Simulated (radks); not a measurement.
# Pm²⁺ in [Kr] 4d10 4f5 5s2 5p5 5f1: an all-electron calculation

One table from this session's results is given with a row withheld; the runs are named, their logs left out.

The numbers are computed with radks (a radial shooting solver on a logarithmic mesh, Libxc functionals) version 1 (scalar-relativistic Kohn-Sham, PBE, spin-unpolarised, spherical densities, finite nucleus), except any that are marked as measured or tabulated.

### The system

| Property | Result |
| --- | --- |
| element | promethium (Z = 61) |
| charge | +2 |
| electrons | 59 |
| configuration | [Kr] 4d10 4f5 5s2 5p5 5f1 |
| nuclear rms radius | 4.962 fm |

The outer shells:

Pm²⁺
```
[Kr] core
4d [↑↓][↑↓][↑↓][↑↓][↑↓]
4f [↑ ][↑ ][↑ ][↑ ][↑ ][  ][  ]
5s [↑↓]
5p [↑↓][↑↓][↑ ]
5f [↑ ][  ][  ][  ][  ][  ][  ]
```

The first run:

The run's settings:

```text
Z 61
configuration [Kr] 4d10 4f5 5s2 5p5 5f1 6s0 5d0
relativity scalar-relativistic
functional pbe,pbe
spin unpolarised
nucleus finite rms 4.962 fm
c 137.035999084
```

Started as:

```console
> python run_ks.py task.json out
```

All runs below come from this command, one after another.

Steps of the session up to this table: Self-consistent calculation.

One table of the session follows, with a row left open; its other results are not shown here.

It belongs to the step «Shells». Sizes of the orbitals, from the radial functions (bohr):

```
level      <r>  outermost maximum (interpolated)  90 % within  nodes
   1s  0.02318                            0.0148       0.0419      0
   2s  0.09896                            0.0838        0.153      1
   2p  0.08710                            0.0676        0.142      0
   3s   0.2605                             0.239        0.382      2
   3p   0.2588                             0.234        0.387      1
   3d   0.2362                             0.192        0.368      0
   4s   0.5931                             0.552        0.852      3
   4p   0.6281                             0.576        0.914      2
   4d   0.6887                             0.603         1.04      1
   5s    1.421                              1.28         2.04      4
   5p    1.637                              1.45         2.38      3
   4f   0.9910                             0.637         1.72      0
   5d        ?                                 ?            ?      ?
   6s    3.425                              3.11         4.91      5
   5f    5.749                              5.26         8.37      1
```

Q: Estimate the row for 5d from the others.

**Answer.** <r>: 2.330; outermost maximum (interpolated): 1.93; 90 % within: 3.51; nodes: 2. In the column «<r>» it lies between 5p (1.637) and 6s (3.425).
